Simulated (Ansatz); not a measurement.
# CoCu3H6Cl2O6: the cost of one run

Method: DFT PBE+U (U_eff = 3.3 eV on Co 3d, 4 eV on Cu 3d), scalar-relativistic, plane waves, PAW, in Ansatz 0.2.0.

## (1) The structure to begin with

Symmetry: C2/m, No. 12, monoclinic system. Conventional cell: a = 10.242 Å, b = 6.961 Å, c = 6.173 Å, α = 90.00°, β = 116.43°, γ = 90.00°. Co (site symmetry 2/m) is surrounded by 6 O at 2.13 to 2.14 Å. Cu (site symmetry -1) is surrounded by 4 O at 2.00 to 2.01 Å. Cu (site symmetry 2/m) is surrounded by 4 O at 2.01 Å. H (site symmetry 1) has 1 O at 0.99 Å in its first shell of neighbours. Around H (site symmetry m) lie 1 O at 0.99 Å. Around Cl (site symmetry m) lie 3 H at 2.10 Å. Around O (site symmetry 1) lie 1 H at 0.99 Å. Around O (site symmetry m) lie 1 H at 0.99 Å.

Cell or atoms stand a little off a more symmetric structure (R-3m at a tolerance of 0.3 Å), so results at this geometry aren't those of that ideal crystal.

Coordinates:

```xyz
18
Lattice="3.4834 2.0079 4.7091 -3.4667 2.0015 4.6997 0.0028 -4.0207 4.7091" Properties=species:S:1:pos:R:3 pbc="T T T"
Co    3.4834    2.0079    4.7091
Cu   -1.7250    3.0055    7.0542
Cu   -1.7334    1.0008    2.3498
Cu    0.0014   -2.0104    2.3545
H     0.0040   -1.5958    5.7894
H     1.3840    0.7944    5.7894
H    -1.3699    0.7909    5.8021
H    -1.3645   -0.8057    8.3285
H     0.0155    1.5846    8.3285
H     1.3894   -0.8022    8.3157
Cl   -0.0021    0.0012    4.4220
Cl    0.0216   -0.0124    9.6959
O     0.0079   -2.4967    6.1938
O     2.1662    1.2415    6.1938
O    -2.1493    1.2409    6.2088
O    -2.1467   -1.2528    7.9240
O     0.0116    2.4855    7.9240
O     2.1688   -1.2521    7.9090
```

This cell comes from an earlier session at PBE+U (U_eff = 3.3 eV on Co 3d, 4 eV on Cu 3d): 10.949 Å³/atom at -0.01 GPa, on a 4×4×4 mesh.

## (2) Coarse mesh, to find the state of the open shells

File input.yaml:

```yaml
crystal:
  lattice:
    - [3.4834439778, 2.0079463384, 4.7090939349]
    - [-3.4667487341, 2.0015283132, 4.6996702678]
    - [0.002789449, -4.0207241491, 4.7090939328]
  atoms:
    - { symbol: Co, position: [1.0, 0.0, 0.0], spin: 3.0 }
    - { symbol: Cu, position: [0.5, 1.0, 0.0], spin: -1.0 }
    - { symbol: Cu, position: [0.0, 0.5, 0.0], spin: -1.0 }
    - { symbol: Cu, position: [0.0, 0.0, 0.5], spin: -1.0 }
    - { symbol: H, position: [0.2775874854, 0.2783065077, 0.6740646232] }
    - { symbol: H, position: [0.6740646232, 0.2783065077, 0.2775874854] }
    - { symbol: H, position: [0.2789138489, 0.675632875, 0.2789138489] }
    - { symbol: H, position: [0.3259353768, 0.7216934923, 0.7224125146] }
    - { symbol: H, position: [0.7224125146, 0.7216934923, 0.3259353768] }
    - { symbol: H, position: [0.7210861511, 0.324367125, 0.7210861511] }
    - { symbol: Cl, position: [0.312434073, 0.3147892235, 0.312434073] }
    - { symbol: Cl, position: [0.687565927, 0.6852107765, 0.687565927] }
    - { symbol: O, position: [0.2320529267, 0.231570128, 0.8521284558] }
    - { symbol: O, position: [0.8521284558, 0.231570128, 0.2320529267] }
    - { symbol: O, position: [0.2329684703, 0.8542499354, 0.2329684703] }
    - { symbol: O, position: [0.1478715442, 0.768429872, 0.7679470733] }
    - { symbol: O, position: [0.7679470733, 0.768429872, 0.1478715442] }
    - { symbol: O, position: [0.7670315297, 0.1457500646, 0.7670315297] }
basis:
  ecutwfc: 420
  ecutrho_ratio: 4
kpoints:
  mp_grid: { grid: [3, 3, 3] }
hamiltonian:
  xc: pbe
  hubbard:
    sites:
      - { species: Co, l: d, u_eff: 3.3 }
      - { species: Cu, l: d, u_eff: 4.0 }
scf:
  occupations: { method: gaussian, width: 0.05 }
output:
  forces: true
  stress: true
  eigenvalues: true
  populations: true
  hubbard: { sites: [{ species: Co, l: d }, { species: Cu, l: d }] }
magnetization:
  spin_polarized: true
```

Started as:

```sh
> ansatz run input.yaml --threads 8 --pin off --max-ram 22528MiB --backend cpu --events-out ev --progress --plain --runs-dir out
```

What time and memory should one allow on 8 threads of Intel Xeon Platinum 8488C (Sapphire Rapids), shared host?

About 60 s, with a peak of 2.1 GiB.
